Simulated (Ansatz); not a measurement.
# ClH4N2SV: the cost of one run

Computed with Ansatz 0.2.0, Gaussian basis. Level: the settings change from run to run.

## Step 1: The relaxed structure

The structure was relaxed beforehand with PBE0-D4 in a triple-zeta def2 set.

SMILES `[NH2][V]([NH2])(=[S])[Cl]`, 9 atoms, charge 0, spin multiplicity 1.

Atoms are counted from 1 here; the program's logs count them from 0.

Bond lengths: N1–V2 1.809 Å, N1–H6 1.012 Å, N1–H7 1.008 Å, V2–N3 1.809 Å, V2–S4 1.991 Å, V2–Cl5 2.176 Å, N3–H8 1.012 Å, N3–H9 1.008 Å. Angles: V2–N1–H6 121.9°, V2–N1–H7 126.3°, H6–N1–H7 111.9°, N1–V2–N3 112.0°, N1–V2–S4 108.2°, N1–V2–Cl5 108.2°, N3–V2–S4 108.2°, N3–V2–Cl5 108.2°, S4–V2–Cl5 112.1°, V2–N3–H8 121.8°, V2–N3–H9 126.3°, H8–N3–H9 111.9°.

## Step 2: RPBE/6-31G*

Options: high accuracy.

in.yaml reads:

```yaml
crystal:
  periodic: [false, false, false]
  atoms:
    - {symbol: N, position_ang: [-1.185902, 0.855176, -0.530361]}
    - {symbol: V, position_ang: [0.407848, 0.007914, -0.404447]}
    - {symbol: N, position_ang: [0.547290, -0.948072, 1.125311]}
    - {symbol: S, position_ang: [0.565182, -1.250567, -1.939851]}
    - {symbol: Cl, position_ang: [1.980400, 1.511388, -0.412834]}
    - {symbol: H, position_ang: [-1.525620, 1.465344, 0.201956]}
    - {symbol: H, position_ang: [-1.846947, 0.772885, -1.287234]}
    - {symbol: H, position_ang: [0.394671, -0.527550, 2.033004]}
    - {symbol: H, position_ang: [0.751478, -1.932817, 1.197255]}
basis:
  gaussian: {orbitals: "6-31G*"}
hamiltonian: {xc: {name: RPBE}}
accuracy: high
output: {forces: true}
```

Run with:

```sh
> ansatz run in.yaml --threads 4 --pin off --events-out ev --progress --plain --max-ram 10444MiB
```

What time and memory should one allow on 4 threads of Arm Neoverse V2, shared host?

About 6 s, with a peak of 0.37 GiB.
